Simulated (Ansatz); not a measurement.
This was printed by a script on the Ansatz DFT code, driven from Python, for a calculation of the dielectric tensor and Born charges of Al2O3, space group P-6m2. What did the script look like? Use: LDA, PAW, the default cutoff (420 eV here), 12×12×4 k-points, fixed occupations.

Input file `POSCAR`:
```text
Al2O3
1.0
   2.88432495    0.00000000    0.00000000
  -1.44216247    2.49789868    0.00000000
   0.00000000    0.00000000    9.33675446
Al O
2 3
Direct
   0.00000000    0.00000000    0.14999233
   0.00000000    0.00000000    0.85000767
   0.33333333    0.66666667    0.22231692
   0.66666667    0.33333333    0.00000000
   0.33333333    0.66666667    0.77768308
```

```console
$ python al2o3.py --mesh 12 12 4 --occupations fixed
eps_inf
[[2.709 0.    0.   ]
 [0.    2.709 0.   ]
 [0.    0.    1.947]]
Born charge tensor of Al 0
[[3.048 0.    0.   ]
 [0.    3.048 0.   ]
 [0.    0.    1.517]]
Born charge tensor of Al 1
[[3.048 0.    0.   ]
 [0.    3.048 0.   ]
 [0.    0.    1.517]]
Born charge tensor of O 2
[[-1.925  0.     0.   ]
 [ 0.    -1.925  0.   ]
 [ 0.     0.    -0.909]]
Born charge tensor of O 3
[[-2.246  0.     0.   ]
 [ 0.    -2.246  0.   ]
 [ 0.     0.    -1.217]]
Born charge tensor of O 4
[[-1.925  0.     0.   ]
 [ 0.    -1.925  0.   ]
 [ 0.     0.    -0.909]]
charge neutrality missed by 0.0001 e before the sum rule
```

One script that gives this output:

The script, `al2o3.py`:
```python
"""High-frequency dielectric tensor and Born charges of Al2O3."""

import argparse
import warnings

import ansatz as az
from ase.io import read
import numpy as np

parser = argparse.ArgumentParser(description="High-frequency dielectric tensor and Born charges of Al2O3.")
parser.add_argument("--xc", default="LDA", help="exchange-correlation functional")
parser.add_argument("--mesh", type=int, nargs=3, required=True, help="k-point sampling")
parser.add_argument("--occupations", required=True, help="how the bands are filled")
args = parser.parse_args()


def main() -> None:
    warnings.simplefilter("ignore", az.DeckWarning)

    atoms = read("POSCAR", format="vasp")
    xtal = az.Crystal.from_ase(atoms)

    # an insulator: whole occupations
    base = (
        xtal.calculation()
        .functional(args.xc)
        .kpoints(*args.mesh)
        .occupations(args.occupations)
        .dielectric()
    )
    done = base.run()
    response = done.dielectric
    eps = np.asarray(response.eps_inf)

    print("eps_inf")
    print(np.round(eps, 3) + 0.0)
    for index, (site, z) in enumerate(zip(done.lattice.sites, response.zstar_e)):
        print("Born charge tensor of", site.symbol, index)
        print(np.round(z, 3) + 0.0)
    print(f"charge neutrality missed by {response.zstar_sum_residual_pre_e:.4f} e before the sum rule")


if __name__ == "__main__":
    main()
```

Caveats:
- Averages over directions belong to no single polarisation, least of all in layered crystals.
- The structure comes from a database of computed cells and needn't be a stable or known phase.
- This is the electronic (clamped-ion) response; a semilocal gap that is too small tends to raise it. The typed mesh is that of the SCF; the response is solved on denser meshes that the run picks.
- Wall time of the script: 92 s on 1 thread of Arm Neoverse V2, on a shared host, peak memory 0.91 GiB.
